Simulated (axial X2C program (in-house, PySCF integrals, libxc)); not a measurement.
# HCoH⁺: bond lengths and stretches, held linear

Aim: the two bond lengths and stretching wavenumbers of linear HCoH⁺, with and without spin–orbit coupling, at PBE0, r2SCAN.

Program: an in-house X2C program for linear molecules on PySCF integrals. Level of theory: all-electron X2C, two-component (2c) or spin-free, H dyall-v3z, Co dyall-v3z. These are calculated values, not measurements.

All values are calculated.

2 further runs of the same task are left out: 2 set aside as unsound or not needed.

## Step 1: Set-up

task.json

```json
{"zs": [1, 27, 1], "q": 1, "bas": ["dyall-v3z", "dyall-v3z", "dyall-v3z"], "r0": [1.43, 1.43], "symm": 1, "scan": ["PBE0", "HF", "r2SCAN"], "levels": ["PBE0", "HF", "PBE"], "nst": 2}
```

Keys: zs atomic numbers; q charge; bas basis sets; r0 starting distance in Å; symm equal bonds; scan levels of the two-bond scan; levels methods; nst determinants followed.

The run is started by

```bash
$ python solin.py task.json out
```

Masses H 1.008, Co 58.933, H 1.008 u.

## Step 2: Scan at PBE0, 2c

State: Ω = 1 (beyond evenly filled blocks: ω = -3/2, ω = 5/2). Energies above the lowest point, from the job's result record:

```
r(H–Co) (Å)  r(Co–H) (Å)  E (meV)
     1.6068       1.6068    14.09
     1.6068       1.6480     4.59
     1.6068       1.6892     4.59
     1.6480       1.6068     4.59
     1.6480       1.6480     0.00
     1.6480       1.6892     4.85
     1.6480       1.7304    16.93
     1.6892       1.6068     4.59
     1.6892       1.6480     4.85
     1.6892       1.6892    14.51
     1.7304       1.6480    16.93
     1.7304       1.7304    52.85
```

A quadratic surface with cubic terms in each bond gives the minimum at 1.647 and 1.647 Å, force constants 0.895, 0.895 and coupling 0.45 mdyn/Å.

## Step 3: Scan at r2SCAN, 2c

State: Ω = 1 (beyond evenly filled blocks: ω = -3/2, ω = 5/2). Energies above the lowest point, from the job's result record:

```
r(H–Co) (Å)  r(Co–H) (Å)  E (meV)
     1.6068       1.6068     8.05
     1.6068       1.6480     1.52
     1.6068       1.6892     4.34
     1.6480       1.6068     1.52
     1.6480       1.6480     0.00
     1.6480       1.6892     7.71
     1.6480       1.7304    22.57
     1.6892       1.6068     4.34
     1.6892       1.6480     7.71
     1.6892       1.6892    20.25
     1.7304       1.6480    22.57
     1.7304       1.7304    63.98
```

A quadratic surface with cubic terms in each bond gives the minimum at 1.638 and 1.638 Å, force constants 0.914, 0.914 and coupling 0.45 mdyn/Å.

## Step 4: Scan at PBE0, spin-free

State: M_S = 1, Λ = 0 (beyond evenly filled blocks: δ+α, δ-α). Energies above the lowest point, from the job's result record:

```
r(H–Co) (Å)  r(Co–H) (Å)  E (meV)
     1.6068       1.6068    13.94
     1.6068       1.6480     4.52
     1.6068       1.6892     4.60
     1.6480       1.6068     4.52
     1.6480       1.6480     0.00
     1.6480       1.6892     4.93
     1.6480       1.7304    17.09
     1.6892       1.6068     4.60
     1.6892       1.6480     4.93
     1.6892       1.6892    14.65
     1.7304       1.6480    17.09
     1.7304       1.7304    53.14
```

A quadratic surface with cubic terms in each bond gives the minimum at 1.646 and 1.646 Å, force constants 0.897, 0.897 and coupling 0.45 mdyn/Å.

## Step 5: The levels side by side

| level | r(H–Co) (Å) | r(Co–H) (Å) | lower stretch (cm⁻¹) | upper stretch (cm⁻¹) |
| --- | --- | --- | --- | --- |
| PBE0, 2c | 1.647 | 1.647 | 877.8 | 1506.6 |
| r2SCAN, 2c | 1.638 | 1.638 | 895.7 | 1517.1 |
| PBE0, spin-free | 1.646 | 1.646 | 880.0 | 1507.2 |
| r2SCAN, spin-free | 1.638 | 1.638 | 897.9 | 1517.8 |

Scans not shown above were run alike.

**Reading.** Over the levels the H–Co bond spans 1.638 to 1.647 Å and the Co–H bond 1.638 to 1.647 Å. At PBE0 spin–orbit coupling leaves both bonds unchanged to 0.001 Å. Each state is one determinant, the lowest of a limited PBE0 search; the stretches come from a fit to few points and are good to some per cent at best. The stretches are sorted by size, and where the two bonds are alike the symmetric and antisymmetric modes can swap order between levels. The molecule was held linear; bending was not examined, so a bent shape may lie lower. Open-shell Ω = 0 determinants with evenly filled partner blocks cannot be reached by this program, so the Ω shown need not be the lowest component. Note: several unpaired electrons, one determinant need not be a pure state.
